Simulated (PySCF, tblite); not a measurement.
**C₆H₇O₂ radical: geometry, infrared bands and EPR parameters**

What infrared bands and EPR parameters should C₆H₇O₂ radical (`CCCC#CC([O])=O`) show?

Programs: tblite 0.8.0 and PySCF 2.14.0, with density-fitted response routines of our own. Each step states its level of theory. These are calculated values for one molecule in the gas phase, unless marked as measured. Atoms count from 0, in the outputs and in this text.

### Step 1. The molecule as given

15 atoms, charge 0, multiplicity 2; geometry from: force field or distance geometry start.

Bonds of the start (Å): C0–C1 1.50, C1–C2 1.51, C2–C3 1.46, C3–C4 1.21, C4–C5 1.43, C5–O6 1.40, C5–O7 1.28, C0–H8 1.09, C0–H9 1.13, C0–H10 1.13, C1–H11 1.14, C1–H12 1.12, C2–H13 1.12, C2–H14 1.12.

### Step 2. Geometry optimisation with GFN2-xTB

Job settings and geometry (Å):

```
{"job": {"kind": "relax", "xc": "GFN2-xTB", "basis": "xTB"}, "charge": 0, "multiplicity": 2}
C     -1.697500     0.883800    -0.605800
C     -1.530200    -0.375200     0.190300
C     -0.404100    -1.264600    -0.281500
C      0.890700    -0.588700    -0.262400
C      1.975800    -0.045700    -0.201100
C      3.258000     0.597300    -0.174600
O      3.415900     1.976200    -0.322700
O      4.334300    -0.081100     0.004200
H     -0.757000     1.337500    -0.910200
H     -2.421100     0.729500    -1.456800
H     -2.256100     1.617900     0.050900
H     -1.318900    -0.080100     1.267400
H     -2.522600    -0.898500     0.224500
H     -0.570300    -1.578000    -1.341700
H     -0.401500    -2.222500     0.291900
```

The run is started by

```sh
$ OMP_NUM_THREADS=1 python probes_run.py task.json out
```

The driver reads the jobs from task.json and runs them one after another.

**Question.** This job is followed by: GFN2-xTB harmonic vibrations, gas phase; UKS B3LYP, pcH-1 on C H O, non-relativistic, mean-field spin-orbit, GIAO. Predict these results of the whole session: strongest single infrared mode (GFN2-xTB); zero-point energy (GFN2-xTB); g(iso) (B3LYP); ⟨S²⟩; largest a(iso) (averaged by class); potential on the surface of density 0.002 e/bohr³, 1st and 99th percentile.

The runs gave:

```
                                                                  quantity                  value
                                 strongest single infrared mode (GFN2-xTB)  1854 cm⁻¹, 247 km/mol
                                              zero-point energy (GFN2-xTB)          70.8 kcal/mol
                                                            g(iso) (B3LYP)                2.00592
                                                                      ⟨S²⟩     0.760 (exact 0.75)
                                        largest a(iso) (averaged by class)   13C on C4, 106.2 MHz
potential on the surface of density 0.002 e/bohr³, 1st and 99th percentile     -1.75 V and 1.37 V
```

In words: The optimisation took 79 steps and gained 1.415 eV; among the close pairs (by a distance rule), C5–O6 changed most, from 1.396 to 1.198 Å. No mode is imaginary among the 39: a minimum at this level. The strongest single mode, at 1854 cm⁻¹, moves mainly C5. GFN2-xTB is a fitted tight-binding method: band positions and strengths are rough. Its intensities can rank the bands wrongly. O7 carries the largest spin population, 0.65 e. The isotropic g lies 3.6 ppt above the free-electron value. That holds for this one static structure; motion that exchanges O6, O7 would share the spin among them. These values are for one conformer; the search (at its own cheap level) found 2 more, at 0.06, 0.39 kcal/mol, and measured spectra average over such forms.
